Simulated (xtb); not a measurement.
# C3H9BSi (SMILES C=CB[SiH2]C) at GFN1-xTB

We compute a structure relaxation of C3H9BSi. 

Program for the calculation: xtb 6.7.1.

4 further runs of the same task are left out: 1 that didn't finish, 3 set aside as unsound or not needed.

## (1) The system as given

The species is C3H9BSi (14 atoms), meant as a singlet with charge 0. As SMILES, `C=CB[SiH2]C`. Geometry: relaxed at GFN2-xTB. This is one conformer, not always the lowest. The run starts from this shape.

Bond lengths: C1–C2 1.336 Å, C2–B3 1.547 Å, B3–Si4 1.964 Å, Si4–C5 1.907 Å, C1–H6 1.079 Å, C1–H7 1.081 Å, C2–H8 1.086 Å, B3–H9 1.175 Å, Si4–H10 1.480 Å, Si4–H11 1.480 Å, C5–H12 1.085 Å, C5–H13 1.087 Å, C5–H14 1.087 Å. Some angles: C1–C2–B3 123.5°, C2–B3–Si4 120.9°, B3–Si4–C5 113.2°, C1–C2–H8 116.6°, B3–C2–H8 119.9°, C2–C1–H6 121.2°, C2–C1–H7 123.1°, C2–B3–H9 116.5°, Si4–B3–H9 122.6°, B3–Si4–H10 113.6°.

## (2) A geometry optimisation at GFN1-xTB

File input.xyz:

```xyz
14
C3H9BSi
C     -1.79672000     2.27795000     1.11356000
C     -1.38584000     1.01877000     0.94148000
B     -0.17686000     0.62805000     0.05890000
Si     0.36566000    -1.24959000    -0.13324000
C      1.87981000    -1.48233000    -1.26889000
H     -1.29178000     3.10153000     0.63287000
H     -2.64247000     2.54343000     1.73162000
H     -1.94915000     0.24815000     1.46016000
H      0.38662000     1.50896000    -0.47762000
H     -0.69495000    -2.11762000    -0.69156000
H      0.72029000    -1.89621000     1.14982000
H      2.15904000    -2.52730000    -1.35907000
H      2.74400000    -0.94464000    -0.88767000
H      1.68235000    -1.10916000    -2.27036000
```

On the command line:

```bash
xtb input.xyz --gfn 1 --opt vtight -c 0 > input.out
```

**Question.** What will come out? Wanted: total energy at the end; dipole moment; HOMO energy; LUMO energy; HOMO–LUMO gap; dispersion energy.

Answer, from the run:

Level: GFN1-xTB.

| quantity | value |
| --- | --- |
| total energy at the end | -14.39283 Eh |
| dipole moment | 1.42 D |
| HOMO energy | -11.29 eV |
| LUMO energy | -9.02 eV |
| HOMO–LUMO gap | 2.28 eV |
| dispersion energy | -11.88 kJ/mol |

At the final geometry: Bond lengths: C1–C2 1.337 Å, C2–B3 1.553 Å, B3–Si4 1.999 Å, Si4–C5 1.902 Å, C1–H6 1.083 Å, C1–H7 1.084 Å, C2–H8 1.088 Å, B3–H9 1.209 Å, Si4–H10 1.459 Å, Si4–H11 1.459 Å, C5–H12 1.097 Å, C5–H13 1.098 Å, C5–H14 1.098 Å. Some angles: C1–C2–B3 122.8°, C2–B3–Si4 124.5°, B3–Si4–C5 114.0°, C1–C2–H8 117.6°, B3–C2–H8 119.6°, C2–C1–H6 121.6°, C2–C1–H7 123.1°, C2–B3–H9 113.2°, Si4–B3–H9 122.3°, B3–Si4–H10 111.1°. The optimisation took 15 steps and changed the energy by -0.057 eV. Mulliken charges run from -0.20 on C5 to +0.15 on Si4.
